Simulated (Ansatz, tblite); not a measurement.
**C₂₅H₁₈O₂S: a ladder of methods and basis sets**

An exercise on one series of results from a longer session: the logs are not shown, and one member is left open.

Method: as each input shows; program: Ansatz 0.2.0, Gaussian basis.

Plan: GFN1-xTB, GFN2-xTB, PBE-D4/def2-TZVP, r2SCAN-D4/def2-TZVP, BHLYP-D4/def2-TZVP, B3LYP-D4/def2-TZVP, HF/def2-TZVP, LC-ωPBE(0.10)/def2-SVP, LC-ωPBE(0.15)/def2-SVP, LC-ωPBE(0.20)/def2-SVP, LC-ωPBE(0.30)/def2-SVP, PBE-D4/def2-SVP, PBE0-D4/def2-SVP, HF/6-31G, B3LYP-D4/6-31G, MP2/def2-SVP, RPA/def2-SVP.

### The structure

The geometry is that of the singlet, from an earlier relaxation (r2SCAN-D4/def2-SVP).

SMILES `O=C([O-])c1ccccc1.c1ccc(-[s+]2c3ccccc3c3ccccc32)cc1`, 46 atoms, charge 0, spin multiplicity 1.

Bond lengths: O1–C2 1.243 Å, C2–O3 1.281 Å, C2–C4 1.519 Å, C4–C5 1.402 Å, C4–C9 1.402 Å, C5–C6 1.397 Å, C5–H10 1.094 Å, C6–C7 1.400 Å, C6–H11 1.095 Å, C7–C8 1.400 Å, C7–H12 1.095 Å, C8–C9 1.397 Å, C8–H13 1.095 Å, C9–H14 1.093 Å, C15–C16 1.396 Å, C15–C33 1.401 Å, C15–H34 1.094 Å, C16–C17 1.400 Å and more. Angles: O1–C2–O3 126.8°, O1–C2–C4 118.4°, O3–C2–C4 114.8°, C2–C4–C5 119.5°, C2–C4–C9 121.1°, C5–C4–C9 119.4°, C4–C5–C6 120.4°, C4–C5–H10 117.7°, C6–C5–H10 121.9°, C5–C6–C7 120.0°, C5–C6–H11 120.1°, C7–C6–H11 119.9°, C6–C7–C8 119.9°, C6–C7–H12 120.1°, C8–C7–H12 120.1°, C7–C8–C9 120.0°, C7–C8–H13 119.9°, C9–C8–H13 120.1° and more.

PBE0-D4/def2-TZVP was run before; its log isn't repeated, and its numbers join the tables.

Set-up of the first run:

Tight binding, by tblite at 300 K electronic temperature and without a spin-polarisation term:

```python
tblite.interface.Calculator('GFN1-xTB', numbers, positions, charge=0, uhf=0).singlepoint()
```

Tight binding, by tblite at 300 K electronic temperature and without a spin-polarisation term:

```python
tblite.interface.Calculator('GFN2-xTB', numbers, positions, charge=0, uhf=0).singlepoint()
```

start.molden holds the orbitals of an earlier run on this state, given as this run's starting guess.

File in.yaml:

```yaml
crystal:
  periodic: [false, false, false]
  atoms:
    - {symbol: O, position_ang: [0.061252, -2.257394, 0.415522]}
    - {symbol: C, position_ang: [-1.051168, -1.784912, 0.704020]}
    - {symbol: O, position_ang: [-1.398194, -0.552601, 0.652200]}
    - {symbol: C, position_ang: [-2.141395, -2.735355, 1.168466]}
    - {symbol: C, position_ang: [-1.855538, -4.101127, 1.302370]}
    - {symbol: C, position_ang: [-2.844544, -4.991098, 1.726998]}
    - {symbol: C, position_ang: [-4.130832, -4.521715, 2.018337]}
    - {symbol: C, position_ang: [-4.422441, -3.159230, 1.884743]}
    - {symbol: C, position_ang: [-3.430851, -2.270062, 1.463236]}
    - {symbol: H, position_ang: [-0.841648, -4.434737, 1.063923]}
    - {symbol: H, position_ang: [-2.615816, -6.056607, 1.832087]}
    - {symbol: H, position_ang: [-4.907048, -5.218666, 2.349909]}
    - {symbol: H, position_ang: [-5.428540, -2.791530, 2.111404]}
    - {symbol: H, position_ang: [-3.628124, -1.200662, 1.352147]}
    - {symbol: C, position_ang: [1.298153, 5.548906, -1.251590]}
    - {symbol: C, position_ang: [0.056857, 5.408210, -0.628499]}
    - {symbol: C, position_ang: [-0.407760, 4.134828, -0.278600]}
    - {symbol: C, position_ang: [0.382827, 3.016309, -0.555420]}
    - {symbol: S, position_ang: [-0.342022, 1.406337, -0.030356]}
    - {symbol: C, position_ang: [1.039312, 0.783790, 0.915889]}
    - {symbol: C, position_ang: [1.338257, 1.146472, 2.221444]}
    - {symbol: C, position_ang: [2.448735, 0.539249, 2.817001]}
    - {symbol: C, position_ang: [3.210942, -0.399338, 2.106519]}
    - {symbol: C, position_ang: [2.881854, -0.754606, 0.797946]}
    - {symbol: C, position_ang: [1.773606, -0.163755, 0.180989]}
    - {symbol: C, position_ang: [1.241621, -0.380679, -1.161436]}
    - {symbol: C, position_ang: [1.701776, -1.240047, -2.165570]}
    - {symbol: C, position_ang: [1.029227, -1.293091, -3.386938]}
    - {symbol: C, position_ang: [-0.103590, -0.501348, -3.626440]}
    - {symbol: C, position_ang: [-0.582715, 0.366483, -2.640067]}
    - {symbol: C, position_ang: [0.110666, 0.408498, -1.438329]}
    - {symbol: C, position_ang: [1.628530, 3.146898, -1.180095]}
    - {symbol: C, position_ang: [2.081038, 4.419960, -1.527380]}
    - {symbol: H, position_ang: [1.661106, 6.543031, -1.526976]}
    - {symbol: H, position_ang: [-0.555825, 6.288252, -0.413977]}
    - {symbol: H, position_ang: [-1.380938, 4.010455, 0.206869]}
    - {symbol: H, position_ang: [0.728561, 1.872166, 2.764923]}
    - {symbol: H, position_ang: [2.716137, 0.795468, 3.845328]}
    - {symbol: H, position_ang: [4.070460, -0.870522, 2.590925]}
    - {symbol: H, position_ang: [3.465941, -1.508875, 0.264905]}
    - {symbol: H, position_ang: [2.565646, -1.883143, -1.980052]}
    - {symbol: H, position_ang: [1.383048, -1.973987, -4.165759]}
    - {symbol: H, position_ang: [-0.623738, -0.566857, -4.585524]}
    - {symbol: H, position_ang: [-1.471237, 0.980112, -2.806144]}
    - {symbol: H, position_ang: [2.236072, 2.262761, -1.391962]}
    - {symbol: H, position_ang: [3.052343, 4.533788, -2.016979]}
basis:
  gaussian: {orbitals: def2-TZVP, fitting: {mean_field: def2-universal-jkfit}, initial_orbitals: start.molden}
hamiltonian: {xc: pbe, dispersion: d4}
scf: {omitted_lower_state_checks: [starts]}
output: {forces: true, orbitals: {seedname: orbitals}}
```

On the command line:

```
$ ansatz run in.yaml --threads 2 --pin off --events-out ev --progress --plain --max-ram 20480MiB --backend cuda --devices 0, --max-vram 18GiB
```

Steps of the session up to this table: PBE-D4/def2-TZVP; r2SCAN-D4/def2-TZVP; BHLYP-D4/def2-TZVP; B3LYP-D4/def2-TZVP; HF/def2-TZVP; LC-ωPBE(0.10)/def2-SVP; LC-ωPBE(0.15)/def2-SVP; LC-ωPBE(0.20)/def2-SVP; LC-ωPBE(0.30)/def2-SVP; PBE-D4/def2-SVP; PBE0-D4/def2-SVP; HF/6-31G; B3LYP-D4/6-31G; MP2/def2-SVP; RPA/def2-SVP.

One table of the session follows, with a row left open; its other results are not shown here.

It belongs to the step «Binding energy». 

```
              level  binding an atom (eV)
           HF/6-31G                 3.517
        HF/def2-SVP                 3.848
       HF/def2-TZVP                 3.749
    PBE-D4/def2-SVP                 5.518
   PBE-D4/def2-TZVP                 5.438
r2SCAN-D4/def2-TZVP                     ?
     B3LYP-D4/6-31G                 5.066
 B3LYP-D4/def2-TZVP                 5.210
   PBE0-D4/def2-SVP                 5.387
  PBE0-D4/def2-TZVP                 5.306
 BHLYP-D4/def2-TZVP                 5.014
       MP2/def2-SVP                 5.158
```

Estimate the missing values for r2SCAN-D4/def2-TZVP.

The run gave: binding an atom (eV): 5.254. In the column «binding an atom (eV)» it lies between B3LYP-D4/def2-TZVP (5.210) and PBE0-D4/def2-TZVP (5.306).

Caveats from the session: Free atoms were run apart at each level; binding is atoms less cluster, divided by the number of atoms, without zero-point or spin-orbit terms.
